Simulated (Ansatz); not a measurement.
# CH₅FOSi: basis-set convergence

The task here is to estimate one member of a computed series from the others.

Computed with Ansatz 0.2.0, Gaussian basis. Level: one geometry, several basis sets.

The runs, in order: PBE0-D4/def2-SVP; ωB97M-V/def2-SVP; PBE0-D4/def2-QZVPP; ωB97M-V/def2-QZVPP; the functionals' def2-TZVPP values are taken from earlier runs.

### The geometry

An earlier PBE0-D4 in a triple-zeta def2 set relaxation fixed the geometry.

SMILES `CO[SiH2]F`, 9 atoms, charge 0, spin multiplicity 1.

Atoms are counted from 1 here; the program's logs count them from 0.

Bond lengths: C1–O2 1.412 Å, C1–H5 1.093 Å, C1–H6 1.091 Å, C1–H7 1.096 Å, O2–Si3 1.623 Å, Si3–F4 1.598 Å, Si3–H8 1.474 Å, Si3–H9 1.483 Å. Angles: O2–C1–H5 110.6°, O2–C1–H6 108.3°, O2–C1–H7 111.7°, H5–C1–H6 108.8°, H5–C1–H7 108.8°, H6–C1–H7 108.6°, C1–O2–Si3 125.2°, O2–Si3–F4 111.1°, O2–Si3–H8 106.8°, O2–Si3–H9 110.6°, F4–Si3–H8 108.2°, F4–Si3–H9 105.9°, H8–Si3–H9 114.2°.

Set-up of the first run:

in.yaml reads:

```yaml
crystal:
  periodic: [false, false, false]
  atoms:
    - {symbol: C, position_ang: [-0.280151, 1.150704, -0.688409]}
    - {symbol: O, position_ang: [-0.743622, -0.064236, -0.137979]}
    - {symbol: Si, position_ang: [0.168871, -1.127669, 0.679938]}
    - {symbol: F, position_ang: [1.201979, -1.865174, -0.290096]}
    - {symbol: H, position_ang: [0.189553, 0.979012, -1.660793]}
    - {symbol: H, position_ang: [-1.135914, 1.813647, -0.822990]}
    - {symbol: H, position_ang: [0.443391, 1.643456, -0.028981]}
    - {symbol: H, position_ang: [-0.748151, -2.141729, 1.231943]}
    - {symbol: H, position_ang: [0.992444, -0.434213, 1.700268]}
basis:
  gaussian: {orbitals: def2-SVP}
hamiltonian: {xc: pbe0, dispersion: d4}
output: {orbitals: {seedname: orbitals}}
```

Among the steps run: PBE0-D4 in def2-SVP; ωB97M-V in def2-SVP; PBE0-D4 in def2-QZVPP; ωB97M-V in def2-QZVPP.

One table of the session follows, with a row left open; its other results are not shown here.

It belongs to the step «Functionals by basis». 

| functional | basis | HOMO (eV) | LUMO (eV) |
| --- | --- | --- | --- |
| PBE0-D4 | def2-SVP | -8.67 | 1.48 |
| PBE0-D4 | def2-TZVPP | -8.79 | 0.81 |
| PBE0-D4 | def2-QZVPP | -8.82 | 0.50 |
| ωB97M-V | def2-SVP | -11.04 | 3.32 |
| ωB97M-V | def2-TZVPP | ? | ? |
| ωB97M-V | def2-QZVPP | -11.22 | 1.81 |

Q: Estimate the row for ωB97M-V, def2-TZVPP from the others.

**Answer.** HOMO (eV): -11.19; LUMO (eV): 2.43. In the column «HOMO (eV)» it lies between ωB97M-V, def2-QZVPP (-11.22) and ωB97M-V, def2-SVP (-11.04).
